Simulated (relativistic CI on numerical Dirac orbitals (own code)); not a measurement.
# Li⁺: one ion under different settings

Aim: see what numerical and physical settings do to the SCF, the total energy and the lowest levels of Li⁺.

Program: relativistic CI on numerical Dirac orbitals (own code) version 3. Level of theory: Dirac-Coulomb-Breit CI, KLI orbitals optimised for each configuration, model QED (radiative potential, 1s self-energy scaled to tabulated hydrogen-like ionisation energies), numerical settings as typed. These are calculated values, not measurements, unless marked.

**1. The atom as given**

```
ion            : Li⁺ (Li II)
nuclear charge : 3
electrons      : 2
isotope        : A = 7
```

**2. A try**

Settings, as recorded:

```ini
atom Li  Z=3  charge=1  electrons=2
nucleus A=7  rms_radius_fm=2.4440
hamiltonian dirac-coulomb  breit=on  qed=on  c_scale=1
orbitals kli  potential=per-configuration
slater_scale 1
correlation none
mixing on
grid step=0.0125 r_max=34.5
scf mixing=0.4 start=green max_iterations=78 tolerance=2e-08 node_fill=0.05
configurations
  1s2
  1s 2s
  1s 2p
  1s2
end
```

The run is started by

```console
$ python run_levels.py task.json out
```

One command runs all members of the session, one after another, from task.json.

Main fields of the result record, rounded:

```text
{
  "status": "refused",
  "warnings": ["a configuration is listed twice"]
}
```

It took 0.00042 s on 1 thread, shared host.

Cause: the program refused the input. One configuration stands twice in the list, which would make the CI basis linearly dependent. The input had a configuration typed twice. The cure is to strike the repeat.

**3. The mended input**

The settings differ from step 2 so:

```diff
@@ -8,3 +8,3 @@
 grid step=0.0125 r_max=34.5
-scf mixing=0.4 start=green max_iterations=78 tolerance=2e-08 node_fill=0.05
+scf mixing=0.4 start=green max_iterations=150 tolerance=2e-08 node_fill=0.05
 configurations
@@ -13,3 +13,2 @@
   1s 2p
-  1s2
 end
```

From the record:

```text
{
  "status": "converged",
  "levels [i, E_cm, J2, conf, term, w_term, w_jj]": [
    [0, 0, 0, "1s2", "1S", 1, 1],
    [1, 467181.09, 2, "1s 2s", "3S", 1, 1],
    [2, 483021.98, 0, "1s 2s", "1S", 1, 1],
    [3, 485511.84, 2, "1s 2p", "3P*", 1, 0.6672],
    [4, 485513.56, 4, "1s 2p", "3P*", 1, 1],
    [5, 485517.38, 0, "1s 2p", "3P*", 1, 1],
    [6, 494998.76, 2, "1s 2p", "1P*", 1, 0.6672]
  ],
  "total_energy [Ha]": -7.2368325658,
  "n_levels_all": 7,
  "overlap": 2.03144e-14,
  "scf_iterations": [9, 8, 8],
  "orbital_energies [Ha]": {"1s": -2.79264},
  "configurations [conf, odd, states, E_av_Ha, breit_Ha, qed_Ha]": [
    ["1s2", 0, 1, -7.237204811, 0.0002577, 0.0001145],
    ["1s 2s", 0, 4, -5.090070754, 8.802e-06, 7.498e-05],
    ["1s 2p", 1, 12, -5.01377236, 9.282e-06, 7.081e-05]
  ],
  "scf_steps of the first configuration [iteration, E_Ha, residual, outer_eigenvalue_Ha]": [
    [1, -7.16093967, 0.333, -3.63],
    [2, -7.21284355, 0.186, -3.249],
    [3, -7.23712451, 0.00535, -2.786],
    [4, -7.23718786, 0.00438, -2.803],
    [5, -7.23720479, 0.00015, -2.792],
    [6, -7.23720481, 2.01e-05, -2.793],
    [7, -7.23720481, 5.94e-07, -2.793],
    [8, -7.23720481, 2.19e-07, -2.793],
    [9, -7.23720481, 3.34e-10, -2.793]
  ]
}
```

It took 0.034 s on 1 thread, shared host.

**4. QED terms off, end of the grid 103.5**

Settings, as recorded:

```ini
atom Li  Z=3  charge=1  electrons=2
nucleus A=7  rms_radius_fm=2.4440
hamiltonian dirac-coulomb  breit=on  qed=off  c_scale=1
orbitals kli  potential=per-configuration
slater_scale 1
correlation none
mixing on
grid step=0.0125 r_max=103.5
scf mixing=0.4 start=green max_iterations=150 tolerance=2e-08 node_fill=0.05
configurations
  1s2
  1s 2s
  1s 2p
end
```

From the record:

```text
{
  "status": "converged",
  "levels [i, E_cm, J2, conf, term, w_term]": [
    [0, 0, 0, "1s2", "1S", 1],
    [1, 467189.76, 2, "1s 2s", "3S", 1],
    [2, 483030.65, 0, "1s 2s", "1S", 1],
    [3, 485521.44, 2, "1s 2p", "3P*", 1],
    [4, 485523.14, 4, "1s 2p", "3P*", 1],
    [5, 485526.99, 0, "1s 2p", "3P*", 1],
    [6, 495008.35, 2, "1s 2p", "1P*", 1]
  ],
  "total_energy [Ha]": -7.2369470676,
  "n_levels_all": 7,
  "overlap": 2.03017e-14,
  "scf_iterations": [9, 8, 8],
  "orbital_energies [Ha]": {"1s": -2.79264},
  "configurations [conf, odd, states, E_av_Ha, breit_Ha, qed_Ha]": [
    ["1s2", 0, 1, -7.237204811, 0.0002577, 0],
    ["1s 2s", 0, 4, -5.090070754, 8.802e-06, 0],
    ["1s 2p", 1, 12, -5.01377236, 9.282e-06, 0]
  ],
  "scf_steps of the first configuration [iteration, E_Ha, residual, outer_eigenvalue_Ha]": [
    [1, -7.16093967, 0.333, -3.63],
    [2, -7.21284355, 0.186, -3.249],
    [3, -7.23712451, 0.00535, -2.786],
    [4, -7.23718786, 0.00438, -2.803],
    [5, -7.23720479, 0.00015, -2.792],
    [6, -7.23720481, 2.01e-05, -2.793],
    [7, -7.23720481, 5.94e-07, -2.793],
    [8, -7.23720481, 2.19e-07, -2.793],
    [9, -7.23720481, 3.34e-10, -2.793]
  ]
}
```

It took 0.019 s on 1 thread, shared host.

**5. Iteration limit 30, QED terms off**

The settings differ from step 4 so:

```diff
@@ -7,4 +7,4 @@
 mixing on
-grid step=0.0125 r_max=103.5
-scf mixing=0.4 start=green max_iterations=150 tolerance=2e-08 node_fill=0.05
+grid step=0.0125 r_max=34.5
+scf mixing=0.4 start=green max_iterations=30 tolerance=2e-08 node_fill=0.05
 configurations
```

From the record:

```text
{
  "status": "converged",
  "levels [i, E_cm, J2, conf, term, w_term]": [
    [0, 0, 0, "1s2", "1S", 1],
    [1, 467189.76, 2, "1s 2s", "3S", 1],
    [2, 483030.65, 0, "1s 2s", "1S", 1],
    [3, 485521.44, 2, "1s 2p", "3P*", 1],
    [4, 485523.14, 4, "1s 2p", "3P*", 1],
    [5, 485526.99, 0, "1s 2p", "3P*", 1],
    [6, 495008.35, 2, "1s 2p", "1P*", 1]
  ],
  "total_energy [Ha]": -7.2369470676,
  "n_levels_all": 7,
  "overlap": 2.03144e-14,
  "scf_iterations": [9, 8, 8],
  "orbital_energies [Ha]": {"1s": -2.79264},
  "configurations [conf, odd, states, E_av_Ha, breit_Ha, qed_Ha]": [
    ["1s2", 0, 1, -7.237204811, 0.0002577, 0],
    ["1s 2s", 0, 4, -5.090070754, 8.802e-06, 0],
    ["1s 2p", 1, 12, -5.01377236, 9.282e-06, 0]
  ],
  "scf_steps of the first configuration [iteration, E_Ha, residual, outer_eigenvalue_Ha]": [
    [1, -7.16093967, 0.333, -3.63],
    [2, -7.21284355, 0.186, -3.249],
    [3, -7.23712451, 0.00535, -2.786],
    [4, -7.23718786, 0.00438, -2.803],
    [5, -7.23720479, 0.00015, -2.792],
    [6, -7.23720481, 2.01e-05, -2.793],
    [7, -7.23720481, 5.94e-07, -2.793],
    [8, -7.23720481, 2.19e-07, -2.793],
    [9, -7.23720481, 3.34e-10, -2.793]
  ]
}
```

It took 0.019 s on 1 thread, shared host.

**6. Speed-of-light factor 0.8**

Settings, as recorded:

```ini
atom Li  Z=3  charge=1  electrons=2
nucleus A=7  rms_radius_fm=2.4440
hamiltonian dirac-coulomb  breit=on  qed=on  c_scale=0.8
orbitals kli  potential=per-configuration
slater_scale 1
correlation none
mixing on
grid step=0.0125 r_max=34.5
scf mixing=0.4 start=green max_iterations=150 tolerance=2e-08 node_fill=0.05
configurations
  1s2
  1s 2s
  1s 2p
end
```

From the record:

```text
{
  "status": "converged",
  "levels [i, E_cm, J2, conf, term, w_term]": [
    [0, 0, 0, "1s2", "1S", 1],
    [1, 467170.8, 2, "1s 2s", "3S", 1],
    [2, 483019.82, 0, "1s 2s", "1S", 1],
    [3, 485510.19, 2, "1s 2p", "3P*", 1],
    [4, 485512.88, 4, "1s 2p", "3P*", 1],
    [5, 485518.85, 0, "1s 2p", "3P*", 1],
    [6, 494994.62, 2, "1s 2p", "1P*", 1]
  ],
  "total_energy [Ha]": -7.2371302858,
  "n_levels_all": 7,
  "overlap": 2.14175e-14,
  "scf_iterations": [9, 8, 8],
  "orbital_energies [Ha]": {"1s": -2.79279},
  "configurations [conf, odd, states, E_av_Ha, breit_Ha, qed_Ha]": [
    ["1s2", 0, 1, -7.23764952, 0.0004028, 0.0001165],
    ["1s 2s", 0, 4, -5.090412352, 1.376e-05, 7.629e-05],
    ["1s 2p", 1, 12, -5.014083866, 1.45e-05, 7.204e-05]
  ],
  "scf_steps of the first configuration [iteration, E_Ha, residual, outer_eigenvalue_Ha]": [
    [1, -7.1613618, 0.333, -3.63],
    [2, -7.21328148, 0.186, -3.249],
    [3, -7.23756917, 0.00536, -2.786],
    [4, -7.23763256, 0.00439, -2.803],
    [5, -7.2376495, 0.00015, -2.792],
    [6, -7.23764952, 2.01e-05, -2.793],
    [7, -7.23764952, 5.95e-07, -2.793],
    [8, -7.23764952, 2.2e-07, -2.793],
    [9, -7.23764952, 3.34e-10, -2.793]
  ]
}
```

Wall time 0.038 s (1 thread, shared host).

A changed speed of light describes a fictitious ion. The QED potentials keep the true α.

**7. Iteration limit 30**

Settings, as recorded:

```ini
atom Li  Z=3  charge=1  electrons=2
nucleus A=7  rms_radius_fm=2.4440
hamiltonian dirac-coulomb  breit=on  qed=on  c_scale=1
orbitals kli  potential=per-configuration
slater_scale 1
correlation none
mixing on
grid step=0.0125 r_max=34.5
scf mixing=0.4 start=green max_iterations=30 tolerance=2e-08 node_fill=0.05
configurations
  1s2
  1s 2s
  1s 2p
end
```

From the record:

```text
{
  "status": "converged",
  "levels [i, E_cm, J2, conf, term, w_term]": [
    [0, 0, 0, "1s2", "1S", 1],
    [1, 467181.09, 2, "1s 2s", "3S", 1],
    [2, 483021.98, 0, "1s 2s", "1S", 1],
    [3, 485511.84, 2, "1s 2p", "3P*", 1],
    [4, 485513.56, 4, "1s 2p", "3P*", 1],
    [5, 485517.38, 0, "1s 2p", "3P*", 1],
    [6, 494998.76, 2, "1s 2p", "1P*", 1]
  ],
  "total_energy [Ha]": -7.2368325658,
  "n_levels_all": 7,
  "overlap": 2.03144e-14,
  "scf_iterations": [9, 8, 8],
  "orbital_energies [Ha]": {"1s": -2.79264},
  "configurations [conf, odd, states, E_av_Ha, breit_Ha, qed_Ha]": [
    ["1s2", 0, 1, -7.237204811, 0.0002577, 0.0001145],
    ["1s 2s", 0, 4, -5.090070754, 8.802e-06, 7.498e-05],
    ["1s 2p", 1, 12, -5.01377236, 9.282e-06, 7.081e-05]
  ],
  "scf_steps of the first configuration [iteration, E_Ha, residual, outer_eigenvalue_Ha]": [
    [1, -7.16093967, 0.333, -3.63],
    [2, -7.21284355, 0.186, -3.249],
    [3, -7.23712451, 0.00535, -2.786],
    [4, -7.23718786, 0.00438, -2.803],
    [5, -7.23720479, 0.00015, -2.792],
    [6, -7.23720481, 2.01e-05, -2.793],
    [7, -7.23720481, 5.94e-07, -2.793],
    [8, -7.23720481, 2.19e-07, -2.793],
    [9, -7.23720481, 3.34e-10, -2.793]
  ]
}
```

Wall time 0.036 s (1 thread, shared host).

**8. Tolerance 0.01**

The settings differ from step 7 so:

```diff
@@ -8,3 +8,3 @@
 grid step=0.0125 r_max=34.5
-scf mixing=0.4 start=green max_iterations=30 tolerance=2e-08 node_fill=0.05
+scf mixing=0.4 start=green max_iterations=89 tolerance=0.01 node_fill=0.05
 configurations
```

From the record:

```text
{
  "status": "converged",
  "levels [i, E_cm, J2, conf, term, w_term]": [
    [0, 0, 0, "1s2", "1S", 1],
    [1, 467179.69, 2, "1s 2s", "3S", 1],
    [2, 483312.93, 0, "1s 2s", "1S", 1],
    [3, 485498.56, 2, "1s 2p", "3P*", 1],
    [4, 485500.25, 4, "1s 2p", "3P*", 1],
    [5, 485504.15, 0, "1s 2p", "3P*", 1],
    [6, 495130.62, 2, "1s 2p", "1P*", 1]
  ],
  "total_energy [Ha]": -7.2367683685,
  "n_levels_all": 7,
  "overlap": 2.30604e-14,
  "scf_iterations": [3, 3, 3],
  "orbital_energies [Ha]": {"1s": -2.7863},
  "configurations [conf, odd, states, E_av_Ha, breit_Ha, qed_Ha]": [
    ["1s2", 0, 1, -7.23712451, 0.0002552, 0.0001136],
    ["1s 2s", 0, 4, -5.08968299, 8.929e-06, 7.479e-05],
    ["1s 2p", 1, 12, -5.013603161, 9.355e-06, 7.051e-05]
  ],
  "scf_steps of the first configuration [iteration, E_Ha, residual, outer_eigenvalue_Ha]": [
    [1, -7.16093967, 0.333, -3.63],
    [2, -7.21284355, 0.186, -3.249],
    [3, -7.23712451, 0.00535, -2.786]
  ]
}
```

Run time: 0.033 s. Hardware: 1 thread, shared host.

This setting is unsound; the numbers are not properties of the ion.

**9. The runs side by side**

| setting | total energy less usual (Ha) | largest shift of a level among the lowest eight of both runs, same label and place (cm⁻¹) | SCF iterations | time | lowest level | kind of change |
| --- | --- | --- | --- | --- | --- | --- |
| usual | 0 | 0 | 25 | 0.034 s | 1s2 1S0 | - |
| QED terms off, end of the grid 103.5 | -0.000115 | 9.61 | 25 | 0.019 s | 1s2 1S0 | model term |
| iteration limit 30, QED terms off | -0.000115 | 9.61 | 25 | 0.019 s | 1s2 1S0 | model term |
| speed-of-light factor 0.8 | -0.000298 | 10.3 | 25 | 0.038 s | 1s2 1S0 | unphysical constant |
| iteration limit 30 | 0 | 0 | 25 | 0.036 s | 1s2 1S0 | numerical |
| tolerance 0.01 | 6.42e-05 | 291 | 9 | 0.033 s | 1s2 1S0 | unsound |

**10. What came out**

| quantity | value |
| --- | --- |
| lowest level, usual settings | 1s2 1S0 |
| total energy | -7.2368 Ha |
| first excitation | 467181 cm⁻¹ |
| runs without a result | 1 |

What this shows: Among the runs whose levels can be followed, they move most under «tolerance 0.01» (unsound), by up to 291 cm⁻¹. No visible change in the result comes from «iteration limit 30». Only the listed configurations are in the model. In a near-neutral ion this small CI can misplace whole configurations by 10,000 cm⁻¹ or more.
